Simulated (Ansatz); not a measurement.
**CH₉GeNSi: small, medium and large basis sets**

One table from this session's results is given with a row withheld; the runs are named, their logs left out.

Program: Ansatz 0.2.0, Gaussian basis. Level of theory: one geometry, several basis sets. These are calculated values, not measurements.

Levels to be run: PBE0-D4/def2-SVP; ωB97M-V/def2-SVP; PBE0-D4/def2-QZVPP; ωB97M-V/def2-QZVPP; the functionals' def2-TZVPP values are taken from earlier runs.

### The relaxed structure

All runs share one geometry, relaxed beforehand with PBE0-D4 in a triple-zeta def2 set.

SMILES `C[N]([SiH3])[GeH3]`, 13 atoms, charge 0, spin multiplicity 1.

Atoms are counted from 1 here; the program's logs count them from 0.

Bond lengths: C1–N2 1.456 Å, C1–H5 1.096 Å, C1–H6 1.095 Å, C1–H7 1.098 Å, N2–Si3 1.718 Å, N2–Ge4 1.840 Å, Si3–H8 1.485 Å, Si3–H9 1.490 Å, Si3–H10 1.494 Å, Ge4–H11 1.541 Å, Ge4–H12 1.533 Å, Ge4–H13 1.544 Å. Angles: N2–C1–H5 111.1°, N2–C1–H6 110.6°, N2–C1–H7 113.0°, H5–C1–H6 106.8°, H5–C1–H7 107.7°, H6–C1–H7 107.5°, C1–N2–Si3 118.3°, C1–N2–Ge4 115.9°, Si3–N2–Ge4 124.3°, N2–Si3–H8 108.2°, N2–Si3–H9 109.4°, N2–Si3–H10 113.7°, H8–Si3–H9 110.5°, H8–Si3–H10 108.3°, H9–Si3–H10 106.6°, N2–Ge4–H11 107.4°, N2–Ge4–H12 108.0°, N2–Ge4–H13 110.7° and more.

The first run:

Input file in.yaml:

```yaml
crystal:
  periodic: [false, false, false]
  atoms:
    - {symbol: C, position_ang: [-0.351677, 1.233404, -0.816074]}
    - {symbol: N, position_ang: [-0.119223, 0.076627, 0.037090]}
    - {symbol: Si, position_ang: [0.601392, 0.331553, 1.576206]}
    - {symbol: Ge, position_ang: [-0.275831, -1.566778, -0.776597]}
    - {symbol: H, position_ang: [-1.241134, 1.090527, -1.439502]}
    - {symbol: H, position_ang: [-0.529546, 2.128353, -0.210551]}
    - {symbol: H, position_ang: [0.492604, 1.449524, -1.483765]}
    - {symbol: H, position_ang: [0.570604, -0.952657, 2.321663]}
    - {symbol: H, position_ang: [-0.159936, 1.380546, 2.311864]}
    - {symbol: H, position_ang: [2.018266, 0.800651, 1.506475]}
    - {symbol: H, position_ang: [-1.658528, -1.614942, -1.454336]}
    - {symbol: H, position_ang: [-0.135497, -2.646224, 0.303154]}
    - {symbol: H, position_ang: [0.809007, -1.745285, -1.860728]}
basis:
  gaussian: {orbitals: def2-SVP}
hamiltonian: {xc: pbe0, dispersion: d4}
output: {orbitals: {seedname: orbitals}}
```

Started as:

```sh
> ansatz run in.yaml --threads 4 --pin off --events-out ev --progress --plain --max-ram 10444MiB
```

Among the steps run: PBE0-D4 in def2-SVP; ωB97M-V in def2-SVP; PBE0-D4 in def2-QZVPP; ωB97M-V in def2-QZVPP.

One of the session's tables, all rows but one given; the rest of the session is left out.

It belongs to the step «Functionals by basis». 

```
functional       basis  HOMO (eV)  LUMO (eV)
   PBE0-D4    def2-SVP      -6.73       0.48
   PBE0-D4  def2-TZVPP      -6.82       0.14
   PBE0-D4  def2-QZVPP          ?          ?
   ωB97M-V    def2-SVP      -8.98       2.33
   ωB97M-V  def2-TZVPP      -9.10       1.83
   ωB97M-V  def2-QZVPP      -9.11       1.49
```

**Question.** Estimate the row for PBE0-D4, def2-QZVPP.

**Answer.** HOMO (eV): -6.84; LUMO (eV): 0.00. In the column «HOMO (eV)» it lies between ωB97M-V, def2-SVP (-8.98) and PBE0-D4, def2-TZVPP (-6.82).
